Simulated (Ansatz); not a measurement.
# GaH₂Cl: how energies converge with the basis set

The task here is to estimate one member of a computed series from the others.

The runs use Ansatz 0.2.0, Gaussian basis; one geometry, several basis sets.

Plan: PBE0-D4/def2-SVP; ωB97M-V/def2-SVP; PBE0-D4/def2-QZVPP; ωB97M-V/def2-QZVPP; the functionals' def2-TZVPP values are taken from earlier runs.

### Structure used throughout

An earlier PBE0-D4 in a triple-zeta def2 set relaxation fixed the geometry.

SMILES `[Cl][GaH2]`, 4 atoms, charge 0, spin multiplicity 1.

Atoms are counted from 1 here; the program's logs count them from 0.

Bond lengths: Cl1–Ga2 2.149 Å, Ga2–H3 1.556 Å, Ga2–H4 1.556 Å. Angles: Cl1–Ga2–H3 115.2°, Cl1–Ga2–H4 115.2°, H3–Ga2–H4 129.7°.

The first run:

Input file in.yaml:

```yaml
crystal:
  periodic: [false, false, false]
  atoms:
    - {symbol: Cl, position_ang: [-1.697173, 0.503886, -0.764031]}
    - {symbol: Ga, position_ang: [0.195646, -0.070173, 0.075551]}
    - {symbol: H, position_ang: [0.586691, -1.561866, -0.132407]}
    - {symbol: H, position_ang: [0.970434, 1.067953, 0.800585]}
basis:
  gaussian: {orbitals: def2-SVP}
hamiltonian: {xc: pbe0, dispersion: d4}
output: {orbitals: {seedname: orbitals}}
```

Command:

```bash
$ ansatz run in.yaml --threads 4 --pin off --events-out ev --progress --plain --max-ram 10444MiB
```

Among the steps run: PBE0-D4 in def2-SVP; ωB97M-V in def2-SVP; PBE0-D4 in def2-QZVPP; ωB97M-V in def2-QZVPP.

One table of the session follows, with a row left open; its other results are not shown here.

It belongs to the step «Density functionals: the series». 

```
functional       basis  HOMO (eV)  LUMO (eV)
   PBE0-D4    def2-SVP      -8.33      -1.73
   PBE0-D4  def2-TZVPP      -8.45      -1.83
   PBE0-D4  def2-QZVPP      -8.47      -1.87
   ωB97M-V    def2-SVP     -10.48       0.04
   ωB97M-V  def2-TZVPP     -10.66      -0.10
   ωB97M-V  def2-QZVPP          ?          ?
```

Estimate the missing values for ωB97M-V, def2-QZVPP.

As computed: HOMO (eV): -10.69; LUMO (eV): -0.25. In the column «HOMO (eV)» it is the lowest.
